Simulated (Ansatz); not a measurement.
Here is an Ansatz input file for RbReO3, space group Pm-3m. Write the same calculation for the Python package.

```yaml
crystal:
  lattice:
    - [3.984062, 0.0, 0.0]
    - [0.0, 3.984062, 0.0]
    - [0.0, 0.0, 3.984062]
  atoms:
    - { symbol: Rb, position: [0.0, 0.0, 0.0] }
    - { symbol: Re, position: [0.5, 0.5, 0.5] }
    - { symbol: O, position: [0.5, 0.5, 0.0] }
    - { symbol: O, position: [0.5, 0.0, 0.5] }
    - { symbol: O, position: [0.0, 0.5, 0.5] }
kpoints:
  mp_grid: { grid: [5, 5, 5] }
hamiltonian:
  xc: r2scan
  pseudopotentials: { kind: paw }
scf:
  occupations: { method: methfessel_paxton, width: 0.05 }
output:
  write_density: true
  dos: { de: 0.1, projected: true }
```

Launched from the shell:
```console
$ ansatz run input.yaml --threads 1 --pin off --max-ram 3072MiB --backend cpu --events-out ev --progress --plain --runs-dir out
Engine: ansatz 0.2.0, aarch64-unknown-linux-gnu
Pseudopotentials: kind: paw
Pseudopotential: Rb, paw, valence charge 9, recommended cutoff 500 eV (meta_gga), Rb.paw.azcp
Pseudopotential: Re, paw, valence charge 15, recommended cutoff 500 eV (meta_gga), Re.paw.azcp
Pseudopotential: O, paw, valence charge 6, recommended cutoff 500 eV (meta_gga), O.paw.azcp
Functional definition: r2SCAN
  parameter k0 = 0.174
  parameter k1 = 0.065
  parameter a1 = 4.9479
  exchange = r2scan_x(k0 = k0, k1 = k1, a1 = a1)
  correlation = r2scan_c
Crystal: 5 atoms, lattice volume = 63.238 Å³
Basis set: ecut = 500 eV, 1575 PW (Γ), exchange–correlation on 120×120×120 points (64 copies of the dense FFT grid, shifted against one another)
Bands: 26, of which v1, the nominal top of the filled ones, is band 21 counted from 1 (20 counted from 0)
Symmetry: 48 space group operations
Space group: Pm-3m (ITA 221), of the structure as read, at distance tolerance 4.0e-5 Å
k-points: 10 of 125
Non-local potential: Rb, projectors of the file, l = 0: 3, l = 1: 2, l = 2: 2
Non-local potential: Re, projectors of the file, l = 0: 3, l = 1: 2, l = 2: 2, l = 3: 1
Non-local potential: O, projectors of the file, l = 0: 2, l = 1: 2, l = 2: 1
PAW form: soft (Blöchl's): semilocal exchange-correlation on the pseudo side does not see the compensation charge
PAW frozen core: Rb, regenerated for the run's functional (the file was generated under x = pbe(κ = 0.804, μ = 0.2195149727645171), c = pbe(β = 0.06672455060314922))
PAW frozen core: Re, regenerated for the run's functional (the file was generated under x = pbe(κ = 0.804, μ = 0.2195149727645171), c = pbe(β = 0.06672455060314922))
PAW frozen core: O, regenerated for the run's functional (the file was generated under x = pbe(κ = 0.804, μ = 0.2195149727645171), c = pbe(β = 0.06672455060314922))
PAW one-centre angular grid: Rb, 302 points (default); XC on 160 Gauss nodes
PAW one-centre angular grid: Re, 590 points (default); XC on 160 Gauss nodes
PAW one-centre angular grid: O, 302 points (default); XC on 160 Gauss nodes
Initial density: superposition of atomic densities (neutral atoms: chi_scale 0, normalization atom), corrected by the library's trained network
Initial wavefunctions: pseudopotential atomic-orbital guess
Functional: x = r2scan, c = r2scan; τ floored in thin density (d = 2e-4 eV/Å³)
SCF iter   1: F=—  HF=-15865.513031 eV  |F-HF|=—  |Δ(HF+E_count)|=         —  Δρ=7.22e-3  dr2=2.96e-2  dr2_τ=2.68e-1  ethr=1.77e-3  ⟨swp⟩=6.3  Hψ=1189  notcnv=0
preconditioner: auto → Resta (q_TF=auto, 2.548 Å⁻¹)  ε∞=4.9  [insulator: Δε(μ)=0.721 eV  Ē_g=13.757 eV  σ=0.050 eV  W_gap=0.68  n_scr=18 (ndim 8)  ℏωp=27.2 eV  f_vac=0.007  D(μ)=8.96/eV (n_scr^D=146)  ε∞_Penn≈4.9]
SCF iter   2: F=—  HF=-15865.611682 eV  |F-HF|=—  |Δ(HF+E_count)|=   9.87e-2  S|Δr|=    0.00e0  Δρ=4.45e-3  dr2=4.24e-3  dr2_τ=2.17e-3  ethr=7.05e-5  ⟨swp⟩=2.0  Hψ=542  notcnv=0  defer=8
SCF iter   3: F=—  HF=-15865.612255 eV  |F-HF|=—  |Δ(HF+E_count)|=   5.73e-4  S|Δr|=    0.00e0  Δρ=1.64e-3  dr2=1.08e-3  dr2_τ=2.09e-4  ethr=1.01e-5  ⟨swp⟩=1.2  Hψ=278  notcnv=0  defer=8
SCF iter   4: F=—  HF=-15865.612306 eV  |F-HF|=—  |Δ(HF+E_count)|=   5.07e-5  S|Δr|=    0.00e0  Δρ=4.01e-4  dr2=7.51e-5  dr2_τ=1.09e-5  ethr=2.58e-6  ⟨swp⟩=2.2  Hψ=380  notcnv=0  defer=8
SCF iter   5: F=—  HF=-15865.612303 eV  |F-HF|=—  |Δ(HF+E_count)|=   3.04e-6  S|Δr|=    0.00e0  Δρ=8.99e-5  dr2=3.98e-6  dr2_τ=7.03e-7  ethr=1.79e-7  ⟨swp⟩=2.1  Hψ=357  notcnv=0  defer=8
SCF iter   6: F=—  HF=-15865.612304 eV  |F-HF|=—  |Δ(HF+E_count)|=   1.72e-6  S|Δr|=    0.00e0  Δρ=2.22e-5  dr2=2.36e-7  dr2_τ=1.95e-8  ethr=9.47e-9  ⟨swp⟩=2.3  Hψ=394  notcnv=0  defer=8
SCF iter   7: F=-15865.612305 eV  HF=-15865.612305 eV  |F-HF|=6.91e-11  |Δ(HF+E_count)|=   1.54e-7  S|Δr|=    0.00e0  Δρ=3.04e-6  dr2=5.18e-9  dr2_τ=3.70e-10  ethr=2.38e-10  ⟨swp⟩=5.9  Hψ=704  notcnv=0
SCF 1 converged in 7 iterations: F = -15865.612305 eV  dr2 = 5.18e-9
  greatest PAW one-centre occupation: 1.000 electrons in one spin orbital (limit 2), on the Re atom at site 1 (counted from 0), in its partial waves of l = 0
SCF converged after 7 iterations
Stability not checked: this state was not tested for a lower state beside it, because cold or Methfessel-Paxton smearing, or corrected tetrahedra, fill the levels in a way that the test cannot read (fill_not_monotonic; see scf.lower_state_search)
Free energy (F): -15865.612305 eV
Harris-Foulkes:  -15865.612305 eV  (|F-HF|=6.91e-11)
Internal energy: -15865.609145 eV  (E = F + TS)
E sigma→0 (E₀):  -15865.611515 eV
Entropy (-TS):   -0.003159 eV (-0.632 meV/atom)
Fermi energy:    11.592016 eV
--- Per-component energies (eV) ---
  E_band       = -281.037974
  E_kinetic    = 1257.766755
  E_local      = -2700.946229  (includes V_loc(G=0)·N_el)
  E_nonlocal   = 364.044875
  E_hartree    = 922.535722
  E_xc         = -729.851378
  E_vxc        = -804.612965  (∫ρ·V_xc dr)
  E_paw        = -11802.318779  (= ΣΔE_a)
  E_vpaw       = -287.639471  (= ΣTr[D̂ρ^β])
  E_aug_tail   = 0.003004  (compensation charges beyond the density's cutoff)
  E_vtau       = 45.275128  (kinetic-family band-sum trace: ∫τ·v_τ [+ j·A + Jᵃ·Aᵃ] dr)
  E_ewald      = -3176.129495
  E_core_change = -0.713621  (= ΣΔE_core)
  E_smearing   = -0.003159  (= −TS)
  E_closure    = 0.000000  (closes the sum)
  Σ components = -15865.612305   (vs F -15865.612305, Δ=0.00e0)
--- Band table (eV; the first three rows and the last of 10) ---
  k-point 0: bands = ["-72.4234", "-33.5825", "-33.5825", "-33.5825", "-14.9287", "-9.3247", "-8.6849", "-8.6849", "1.3357", "1.3357", "1.3357", "6.5481", "6.5481", "6.5481", "8.1256", "8.1256", "8.1256", "8.6912", "8.6912", "8.6912", "9.6103", "9.6103", "9.6103", "13.4767", "13.4767", "17.2816"]
  k-point 1: bands = ["-72.4234", "-33.5924", "-33.5821", "-33.5821", "-14.8933", "-9.2864", "-8.6775", "-8.5191", "1.3823", "1.3823", "1.4172", "5.2408", "6.4895", "6.4895", "7.3454", "7.3454", "7.9577", "7.9724", "8.4284", "8.4284", "9.6381", "10.9140", "10.9140", "13.4800", "14.8890", "18.1804"]
  k-point 2: bands = ["-72.4233", "-33.6083", "-33.5813", "-33.5813", "-14.8349", "-9.3267", "-8.6653", "-8.0917", "1.4599", "1.4599", "1.5458", "3.4273", "6.3816", "6.3816", "6.6489", "6.6489", "7.3319", "7.7056", "8.2415", "8.2415", "9.6839", "12.3182", "12.3182", "13.4855", "16.0249", "19.5374"]
  k-point 9: bands = ["-72.4232", "-33.6057", "-33.6056", "-33.6056", "-14.7403", "-8.2216", "-8.1065", "-8.1065", "0.7036", "0.7036", "0.8884", "3.3083", "3.3549", "3.3549", "5.6354", "5.9215", "5.9215", "8.9955", "8.9955", "9.0924", "13.3608", "13.3910", "13.3910", "18.9813", "18.9813", "19.6057"]
```

`rbreo3_scf.py`
```python
"""Self-consistent field of RbReO3 at the given structure."""

from collections import Counter
import json

import ansatz
from ase import Atoms
from ase.io import write
import numpy as np
from pymatgen.core import Structure


def main() -> None:
    vectors = np.array([
        [3.984062, 0.0, 0.0],
        [0.0, 3.984062, 0.0],
        [0.0, 0.0, 3.984062],
    ])
    system = (
        ansatz.Lattice.of(vectors)
        .atom("Rb", (0.0, 0.0, 0.0))
        .atom("Re", (0.5, 0.5, 0.5))
        .atom("O", (0.5, 0.5, 0.0))
        .atom("O", (0.5, 0.0, 0.5))
        .atom("O", (0.0, 0.5, 0.5))
    )

    # the calculation
    setup = (
        system.calculation()
        .pseudopotentials("paw")
        .kpoints(5, 5, 5)
        .functional(ansatz.Functional.R2SCAN)
        .occupations("methfessel_paxton", width=0.05)
        .density_of_states(energy_step=0.1, projected=True)
        .density()
    )
    done = setup.run(threads=1)
    report = done.report

    print(f"free energy      {report['free_energy_ev']:.5f} eV")
    print(f"per atom         {report['free_energy_ev'] / len(done.lattice.sites):.5f} eV")
    print(f"SCF iterations   {report['n_iterations']}  (converged: {report['converged']})")

    # first and second moments of the projected d states
    dos = done.density_of_states()
    energy = np.asarray(dos.energies_ev) - dos.fermi_ev
    window = (energy > -12) & (energy < 3)
    for index, site in enumerate(done.projected_density_of_states().sites):
        for shell in site.shells:
            if shell.l == 2:
                g = sum(np.sum(part.g_bin_mean_per_ev, axis=0) for part in shell.curves)[window]
                if g.sum() > 1e-6:
                    centre = (g * energy[window]).sum() / g.sum()
                    width = np.sqrt((g * (energy[window] - centre) ** 2).sum() / g.sum())
                    print(f"site {index} {site.species} {shell.label}: centre {centre:.3f} eV, rms width {width:.3f} eV")

    rho = done.density()
    total = sum(ch.density_e_per_ang3 for ch in rho.channels[:2]) if len(rho.channels) < 3 else rho.channels[0].density_e_per_ang3
    print("grid", rho.dims, "electrons", round(float(total.mean() * rho.cell_volume_ang3), 4))
    profile = total.mean(axis=(0, 1))
    print("planar average along grid axis 2 (e/A^3):")
    print(np.array2string(profile[:: max(len(profile) // 16, 1)], precision=4))

    keep = ["free_energy_ev", "energy_sigma0_ev", "fermi_energy_ev", "n_iterations", "converged", "magnetization_mub", "n_kpoints"]
    with open("rbreo3.json", "w") as handle:
        json.dump({key: report[key] for key in keep}, handle, indent=1)

    image = Atoms([s.symbol for s in done.lattice.sites], positions=[s.position_ang for s in done.lattice.sites], cell=done.lattice.cell_ang, pbc=True)
    write("final.extxyz", image)

    final = Structure(done.lattice.cell_ang, [s.symbol for s in done.lattice.sites], [s.position_frac for s in done.lattice.sites])
    # shortest distances, periodic images included
    shortest = {}
    for site, neighbours in zip(final, final.get_all_neighbors(5.0)):
        for other in neighbours:
            pair = "-".join(sorted((site.specie.symbol, other.specie.symbol)))
            shortest[pair] = min(shortest.get(pair, 9e9), other.nn_distance)
    for pair, distance in sorted(shortest.items(), key=lambda item: item[1]):
        print(f"shortest {pair:6s} {distance:.4f} A")


if __name__ == "__main__":
    main()
```

```console
$ python rbreo3_scf.py
DeckWarning: basis.ecutwfc = 500 eV, auto-derived from the records' recommended cutoffs: set by Rb (their level for a meta-GGA)
free energy      -15865.61230 eV
per atom         -3173.12246 eV
SCF iterations   7  (converged: True)
site 1 Re 5D: centre -2.273 eV, rms width 3.665 eV
grid (30, 30, 30) electrons 42.0
planar average along grid axis 2 (e/A^3):
[0.7932 0.7632 0.6805 0.565  0.4424 0.3369 0.2616 0.2246 0.2344 0.3054
 0.457  0.7003 1.0093 1.3037 1.4994 1.5644 1.4994 1.3037 1.0093 0.7003
 0.457  0.3054 0.2344 0.2246 0.2616 0.3369 0.4424 0.565  0.6805 0.7632]
shortest O-Re   1.9920 A
shortest O-Rb   2.8172 A
shortest O-O    2.8172 A
shortest Rb-Re  3.4503 A
shortest Rb-Rb  3.9841 A
shortest Re-Re  3.9841 A
```
(Warnings from the package without file and line.)

Caveats:
- Absolute energies stand on the zero of these potentials, so only differences at equal settings mean something.
- Spin is left out of this run.
- The mesh is modest for a metal, so energies can be off by several to tens of meV an atom and pressures by half a GPa or more; differences at equal mesh fare better.
- Projections exist only for the shells that the potentials hold, some of them semicore, and samples at single energies can miss narrow peaks.
- The empty d shell of the heavier alkali and alkaline-earth atoms, which makes much of a conduction band, may have no channel.
- Spin-orbit coupling, which matters for elements this heavy, is left out.
- Grid values close to the nuclei reflect the PAW or pseudopotential construction, not the all-electron fields.
- The structure comes from a database of computed cells and needn't be a stable or known phase.
- The computed bands are complete only to about 5.7 eV above the Fermi level; beyond that the density of states is undercounted.
- A band centre counts only the states inside the window taken.
- It ran for 3.2 s on 1 thread of Arm Neoverse V2, with other jobs on the host, peak memory 0.5 GiB.

(Lines on the test bed's own set-up are left out of the output.)
